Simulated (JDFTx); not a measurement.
HPbNO4:

```xyz
7
Lattice="4.2753 -0.0004 0.0064 -2.0840 5.2077 -0.0491 -2.1238 -1.8657 4.9149" Properties=species:S:1:pos:R:3 pbc="T T T"
H     2.2338   -1.5247    4.4769
Pb    0.1373    4.0030    0.6652
N    -2.0197    1.5311    2.4473
O     2.2736    4.7756    0.1022
O    -1.9905    2.6889    2.9560
O     2.2225    1.4102    1.1945
O    -2.0163    0.5081    3.1892
```

The cell was built by a generator and needn't be a form met in nature.

| Quantity | Value |
| --- | --- |
| Program | JDFTx 1.7.0 (patched build) |
| Task | single point |
| Functional | PBE |
| Potentials or basis | PseudoDojo-SR-PBE-0.5-standard (H, N, O) + PseudoDojo-SR-PBE-0.4.1-standard (Pb) with smoothed tails |
| Cutoff | 1143 eV |
| Density cutoff | 9143 eV |
| k mesh | 8 × 6 × 6 |
| Occupations | fermi-dirac, width 0.05 eV |
| Spin | no spin polarisation |

On this cell: pressure 0.0 GPa; largest force 0.210 eV/Å; band gap on the k mesh 2.79 eV, indirect (least direct gap 3.13 eV).

The same run follows on a disturbed copy (atoms moved at random, drawn with an rms of 0.05 Å):

```
CELL_PARAMETERS angstrom
4.27531 -0.00040 0.00636
-2.08399 5.20775 -0.04907
-2.12377 -1.86574 4.91491
ATOMIC_POSITIONS crystal
H 0.97723 0.02800 0.91579
Pb 0.49736 0.81385 0.14730
N 0.02169 0.47845 0.50307
O 0.99572 0.92002 0.02478
O 0.17696 0.72371 0.60796
O 0.82352 0.36669 0.24507
O 0.99775 0.32701 0.64938
```

Task: What does the disturbed cell give?

Result: The energy moves by +34.3 meV/atom; pressure 2.5 GPa; largest force 4.070 eV/Å; band gap on the k mesh 2.89 eV, indirect (least direct gap 3.27 eV).

Forces in eV/Å, atoms in the order of the input:
```
H    0.047  1.232 -0.825
Pb   0.108  0.150  0.016
N   -1.794 -3.486 -1.093
O   -0.220 -1.261  0.863
O    0.572  3.587  1.750
O    0.612 -0.398 -0.421
O    0.675  0.177 -0.290
```

Stress tensor (GPa, compression positive):
```
-0.70 -0.49 -0.26
-0.49  6.00  2.00
-0.26  2.00  2.29
```

Caveats: the empty levels aren't tightly converged; spin-orbit coupling is left out, which as a rule narrows the gap of such compounds by several tenths of an eV.

A k mesh can miss the band edges.
